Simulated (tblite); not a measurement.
# C6H10ClF: the cost of one run

Programs: PySCF 2.14.0 with density-fitted response routines of our own, and tblite 0.8.0. All values are computed, except where a source is named. Atoms count from 0 throughout.

## Step 1: The starting structure

18 atoms, charge 0, multiplicity 1; geometry from: MMFF94s geometry.

Bonds of the start (Å): C0–C1 1.54, C0–H10 1.09, C0–H8 1.09, C0–H9 1.10, C1–C2 1.53, C1–H11 1.09, C1–H12 1.08, C2–C4 1.51, C2–Cl3 1.78, C2–H13 1.09, C4–C5 1.35, C4–H14 1.10, C5–C6 1.49, C5–F7 1.35, C6–H15 1.08, C6–H16 1.10, C6–H17 1.10.

## Step 2: GFN2-xTB relaxation, conformer 1

Job settings and geometry (Å):

```
{"job": {"xc": "GFN2-xTB", "basis": "xTB", "kind": "relax"}, "charge": 0, "multiplicity": 1}
C      2.613400    -0.786800     0.099200
C      1.485800     0.162100    -0.350200
C      0.365300     0.276700     0.688600
Cl     0.935800     1.058600     2.187000
C     -0.766500     1.118800     0.151800
C     -2.027500     0.738600    -0.131900
C     -2.606500    -0.624200     0.012000
F     -2.842700     1.705200    -0.603200
H      3.135100    -0.409400     0.983200
H      2.204600    -1.778800     0.336600
H      3.338400    -0.895000    -0.704100
H      1.917200     1.139900    -0.559100
H      1.076700    -0.221000    -1.275700
H      0.017900    -0.716900     0.972000
H     -0.526900     2.175400    -0.038100
H     -3.131900    -0.898700    -0.894800
H     -3.333700    -0.631300     0.836100
H     -1.863200    -1.406900     0.209800
```

The run is started by

```
OMP_NUM_THREADS=1 python ens_run.py task.json out
```

The driver reads the study from task.json and runs its stages one after another.

Q: Estimate the wall time of this first job on 1 thread of AMD EPYC, shared host.

About 2.6 s.
